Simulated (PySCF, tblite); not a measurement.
**C6H9N3: geometry, infrared bands and NMR shifts**

Aim: predict the infrared bands and NMR shifts of C6H9N3 (`Cc1cnn(C2CC2)n1`).

The runs use tblite 0.8.0 and PySCF 2.14.0, with density-fitted response routines of our own; the level of theory stands in each step. All values are computed, except where a source is named. Atoms are numbered from 0 throughout.

### 1 Starting geometry

18 atoms, charge 0, multiplicity 1; geometry from: force field or distance geometry start.

Bonds of the start (Å): C0–C1 1.50, C1–C2 1.35, C2–N3 1.37, N3–N4 1.31, N4–C5 1.45, C5–C6 1.53, C6–C7 1.48, N4–N8 1.34, N8–C1 1.33, C7–C5 1.47, C0–H9 1.11, C0–H10 1.12, C0–H11 1.09, C2–H12 1.08, C5–H13 1.11, C6–H14 1.12, C6–H15 1.10, C7–H16 1.10, C7–H17 1.13.

### 2 Optimising the geometry with GFN2-xTB

Job settings and geometry (Å):

```
{"job": {"kind": "relax", "xc": "GFN2-xTB", "basis": "xTB"}, "charge": 0, "multiplicity": 1}
C      3.087600    -0.203900     0.180900
C      1.772500    -0.198700    -0.532300
C      1.439300    -0.738600    -1.723900
N      0.111500    -0.443400    -1.900900
N     -0.362900     0.211700    -0.868300
C     -1.695300     0.727800    -0.606900
C     -2.095200     0.404200     0.834600
C     -2.846300    -0.145700    -0.317900
N      0.672000     0.361800    -0.031000
H      3.845000     0.421600    -0.345100
H      2.926400     0.327100     1.151600
H      3.426200    -1.212300     0.405100
H      2.061400    -1.278200    -2.417400
H     -1.821700     1.779100    -0.930600
H     -1.472100    -0.367100     1.353300
H     -2.377700     1.305100     1.395700
H     -2.797800    -1.231000    -0.489700
H     -3.881600     0.287000    -0.433600
```

Started as:

```console
$ OMP_NUM_THREADS=1 python probes_run.py task.json out
```

One launch serves the whole session: the jobs run in the order shown.

**Question.** This job is followed by: GFN2-xTB harmonic vibrations, gas phase; GIAO PBE0/pcSseg-1 NMR shielding, non-relativistic, gas phase. What will the session give for the following? strongest single infrared mode (GFN2-xTB); zero-point energy (GFN2-xTB); ¹³C shifts against TMS (PBE0/pcSseg-1, means over atoms taken as alike); ¹H shifts against TMS (PBE0/pcSseg-1, means over atoms taken as alike); ¹⁵N shifts against NH3 (PBE0/pcSseg-1).

The runs gave:

| quantity | value |
| --- | --- |
| strongest single infrared mode (GFN2-xTB) | 1322 cm⁻¹, 52 km/mol |
| zero-point energy (GFN2-xTB) | 91.7 kcal/mol |
| ¹³C shifts against TMS (PBE0/pcSseg-1, means over atoms taken as alike) | 147.7, 138.4, 34.3, 12.9, 10.3 ppm |
| ¹H shifts against TMS (PBE0/pcSseg-1, means over atoms taken as alike) | 7.46, 3.50, 2.47, 1.13, 1.01 ppm |
| ¹⁵N shifts against NH3 (PBE0/pcSseg-1) | 373.5, 363.3, 277.5 ppm |

The optimisation took 46 steps and gained 0.972 eV; among the close pairs (by a distance rule), C1–C2 changed most, from 1.350 to 1.404 Å. The lowest mode is imaginary (42i cm⁻¹), so the xTB geometry is not a minimum. The strongest single mode, at 1322 cm⁻¹, moves mainly N4. GFN2-xTB is a fitted tight-binding method: band positions and strengths are rough. Its intensities can rank the bands wrongly. At PBE0/pcSseg-1: The largest span, 502 ppm, is at N3, where the paramagnetic term is -431 ppm. NICS(1)zz of -32 ppm above the planar ring from C1 marks a diatropic (aromatic) ring current.
